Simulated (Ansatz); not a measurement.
# YbOs3 (AuCu3 type): equation of state and elastic constants

Method: DFT PBEsol, scalar-relativistic, plane waves, PAW, in Ansatz 0.2.0.

### 1 The system as given

The structure is cubic, space group Pm-3m (No. 221). The conventional cell has a = 3.963 Å, b = 3.963 Å, c = 3.963 Å, α = 90.00°, β = 90.00°, γ = 90.00°. Yb (site symmetry m-3m) is surrounded by 12 Os at 2.80 Å. Os (site symmetry 4/mmm) has 4 Yb at 2.80 Å and 8 Os at 2.80 Å as nearest neighbours.

Coordinates:

```
Yb Os
1.0
     3.96290    0.00000    0.00000
     0.00000    3.96290    0.00000
     0.00000    0.00000    3.96290
Yb Os
1 3
Direct
  0.00000 0.00000 0.00000
  0.00000 0.50000 0.50000
  0.50000 0.50000 0.00000
  0.50000 0.00000 0.50000
```

This cell comes from an earlier session at PBEsol: 15.559 Å³/atom at -0.01 GPa, on a 8×8×8 mesh.

Volume factors to run: 0.980, 1.020, 0.960, 1.040.

### 2 At 0.980 of the relaxed volume

File input.yaml:

```yaml
crystal:
  lattice:
    - [3.9363035177, 0.0, 0.0]
    - [0.0, 3.9363035177, 0.0]
    - [0.0, 0.0, 3.9363035177]
  atoms:
    - { symbol: Yb, position: [0.0, 0.0, 0.0] }
    - { symbol: Os, position: [0.0, 0.5, 0.5] }
    - { symbol: Os, position: [0.5, 0.5, 0.0] }
    - { symbol: Os, position: [0.5, 0.0, 0.5] }
basis:
  ecutwfc: 420
  ecutrho_ratio: 4
kpoints:
  mp_grid: { grid: [8, 8, 8] }
hamiltonian:
  xc: pbesol
scf:
  occupations: { method: gaussian, width: 0.05 }
output:
  forces: true
  stress: true
  eigenvalues: true
```

The run is started by

```
ansatz run input.yaml --threads 4 --pin off --max-ram 4096MiB --backend cpu --events-out ev --progress --plain --runs-dir out
```

Q: Estimate wall time and peak memory on 4 threads of an Arm CPU, shared host.

About 3.2 s, with a peak of 0.47 GiB.
